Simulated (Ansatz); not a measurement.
**AsH (singlet): from Hartree-Fock to the top rungs, cc-pVTZ**

An exercise on one series of results from a longer session: the logs are not shown, and one member is left open.

The runs use Ansatz 0.2.0, Gaussian basis; cc-pVTZ, core rule «outside noble gas», up to 14 orbitals frozen.

To be run: UHF; CCSD(T) on RHF; CCSD(T) on UHF; BCCD(T) on RHF; CISD; CCSDT(Q) on RHF; CCSDT(Q) on UHF; CCSDTQ on RHF; CASSCF and MRCISD+Q, 6 electrons in 5 orbitals; CASSCF and NEVPT2, 6 electrons in 5 orbitals; Full CI.

7 further runs of the same task are left out: 1 that didn't finish, 6 set aside as unsound or not needed.

### What is computed

The geometry is a PBE0/def2-TZVP stationary point (not a proven minimum) of the parent state, kept for this charge and spin. No spin-orbit coupling is included. The filled d shell of As may be among the frozen orbitals whatever the setting's name suggests; the logs give the count.

2 atoms, charge 0, spin multiplicity 1.

Atoms are counted from 1 here; the program's logs count them from 0.

Bond lengths: As1–H2 1.531 Å.

The first run:

Input file in.yaml:

```yaml
crystal:
  periodic: [false, false, false]
  atoms:
    - {symbol: As, position_ang: [0.000000, 0.000000, 0.000000]}
    - {symbol: H, position_ang: [0.000000, 0.000000, 1.531400]}
basis:
  gaussian: {orbitals: cc-pVTZ}
magnetization: {spin_polarized: true, initial_magnetization: 0}
hamiltonian: {xc: hf}
output: {orbitals: {seedname: orbitals}}
```

Launch:

```sh
> ansatz run in.yaml --threads 1 --pin off --events-out ev --progress --plain --max-ram 2816MiB --backend cpu
```

Among the steps run: UHF; CCSD(T) on RHF; CCSD(T) on UHF; BCCD(T) on RHF; CISD; CCSDT(Q) on RHF; CCSDT(Q) on UHF; CCSDTQ on RHF; CASSCF and MRCISD+Q, 6 electrons in 5 orbitals; CASSCF and NEVPT2, 6 electrons in 5 orbitals; Full CI.

One of the session's tables, all rows but one given; the rest of the session is left out.

It belongs to the step «Misses and costs». 

```
          method  from FCI (kcal/mol)
             RHF               +97.03
            RMP2               +27.16
            CISD               +14.22
           RCCSD                +9.04
        RCCSD(T)                +4.58
         BCCD(T)                +4.61
          RCCSDT                +0.41
       RCCSDT(Q)                -0.19
         RCCSDTQ                 0.00
  CASSCF valence               +72.03
  NEVPT2 valence               +16.55
  MRCISD valence                    ?
MRCISD+Q valence                -0.20
             FCI                    0
```

**Question.** Estimate the row for MRCISD valence.

As computed: from FCI (kcal/mol): +4.12. In the column «from FCI (kcal/mol)» it lies between RCCSDT (+0.41) and RCCSD(T) (+4.58).

To keep in mind: The report flags that the cluster equations may have other roots. Left out of the table: UHF, UMP2, UCCSD, UCCSD(T), UCCSDT, UCCSDT(Q) (another determinant or state than the rows shown). The program flags RCCSDT(Q), RCCSDTQ as in doubt, so those rows may rest on another solution; read them beside their warnings. RCCSDT(Q), MRCISD+Q valence fall below full CI, which methods that aren't variational can do.
